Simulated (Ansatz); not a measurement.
Predict the output of the script below (the Ansatz DFT code, driven from Python).

Script `scan_f3sb.py`:
```python
"""Stretching a bond of F3Sb, the rest held rigid."""

import warnings

import ansatz as az
import numpy as np

BASIS_SET = "def2-SVP"
XC = "HF"

warnings.simplefilter("ignore", az.DeckWarning)

geometry_ang = [
    ("F", (-1.5427, -0.4126, 0.4243)),
    ("Sb", (0.1371, 0.6155, 0.5378)),
    ("F", (1.1469, -1.0846, 0.4677)),
    ("F", (0.3142, 0.8214, -1.4502)),
]
geometry = az.Crystal.molecule()
for symbol, xyz in geometry_ang:
    geometry = geometry.atom(symbol, xyz)

symbols = [site.symbol for site in geometry.cartesian_sites]
start = np.array([site.position_ang for site in geometry.cartesian_sites])
axis = (start[0] - start[1]) / np.linalg.norm(start[0] - start[1])
moving = [0]
lengths, energies = [1.736, 1.815, 1.894, 1.973, 2.052, 2.131, 2.209, 2.328], []
for length in lengths:
    xyz = start.copy()
    xyz[moving] += (length - np.linalg.norm(start[0] - start[1])) * axis
    point = az.Crystal.molecule()
    for symbol, place in zip(symbols, xyz):
        point = point.atom(symbol, place.tolist())
    setup = (
        point.calculation()
        .basis(gaussian=BASIS_SET)
        .functional(XC)
    )
    r = setup.run(threads=1, backend="cpu").report
    energies.append(r["free_energy_ev"])
    print(f"r = {length:6.3f} A  E = {energies[-1]:.5f} eV  <S^2> = {abs(r['mean_field']['state']['spin_squared']):.3f}")

# quartic fit about the minimum
fit = np.polynomial.Polynomial.fit(lengths, np.array(energies) - min(energies), 4).convert()
roots = [r.real for r in fit.deriv().roots() if abs(r.imag) < 1e-9 and fit.deriv(2)(r.real) > 0]
r_e = min(roots, key=lambda r: abs(r - lengths[int(np.argmin(energies))]))
print(f"minimum of the fit at {r_e:.4f} A, force constant {fit.deriv(2)(r_e):.2f} eV/A^2")
```

```console
$ python scan_f3sb.py
r =  1.736 A  E = -14622.39706 eV  <S^2> = 0.000
r =  1.815 A  E = -14622.75374 eV  <S^2> = 0.000
r =  1.894 A  E = -14622.83877 eV  <S^2> = 0.000
r =  1.973 A  E = -14622.73866 eV  <S^2> = 0.000
r =  2.052 A  E = -14622.51500 eV  <S^2> = 0.000
r =  2.131 A  E = -14622.21179 eV  <S^2> = 0.000
r =  2.209 A  E = -14621.86499 eV  <S^2> = 0.000
r =  2.328 A  E = -14621.29180 eV  <S^2> = 0.000
minimum of the fit at 1.8866 A, force constant 31.04 eV/A^2
```

Reading the output:
- Total energies depend on the basis set; only differences at equal settings carry meaning.
- The rest of the molecule is held rigid at a force-field or estimated start geometry, and the basis set is modest; single-reference methods fail as a bond breaks.
- def2 sets replace the cores of elements past krypton by effective core potentials.
- Hartree-Fock leaves correlation out, so bond, atomisation and ionisation energies come out well too low.
- The orbitals are restricted, so S² is zero by construction.
- Toward dissociation an unrestricted state can lie under the restricted one, by tenths of an eV for polar bonds under a functional and by 1 to 2 eV or more for others.
- Finished in 6 s on 1 thread of Arm Neoverse V1 (shared host), peak memory 0.18 GiB.
